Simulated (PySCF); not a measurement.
# C7H6O2S (thiosalicylic acid): the cost of one run

Programs: PySCF 2.14.0, with routines of our own; each step states its level. All values are computed. Atoms count from 0.

## (1) The system as given

16 atoms, charge 0, multiplicity 1; geometry from: GFN2-xTB.

## (2) Geometry optimisation at PBE0-D3(BJ)/def2-SVP

What the job is given:

```
{"job": {"xc": "PBE0", "basis": "def2-SVP", "d3": "d3bj", "grid": 2, "kind": "geom"}, "charge": 0, "multiplicity": 1}
O      2.552035    -0.758924    -1.109441
C      1.949587     0.001198    -0.391280
O      2.616663     0.991315     0.246586
C      0.493054    -0.076782    -0.162522
C     -0.140787    -1.084102    -0.906076
C     -1.494410    -1.312718    -0.828339
C     -2.268362    -0.523372     0.013335
C     -1.671957     0.471418     0.754404
C     -0.297830     0.714254     0.685225
S      0.235974     2.025634     1.728534
H      3.556975     0.933808     0.010861
H      0.483737    -1.682640    -1.551921
H     -1.948108    -2.096353    -1.414599
H     -3.332830    -0.685507     0.090432
H     -2.262978     1.091312     1.412294
H      1.521639     2.000403     1.411096
```

Launch:

```sh
> OMP_NUM_THREADS=1 python excited_run.py task.json out
```

This one command runs all jobs of the session in turn.

Q: Estimate the wall time and peak memory of this first job on 1 thread of AMD EPYC 9R14, shared host.

About 1.8 min, with a peak of 0.81 GiB.
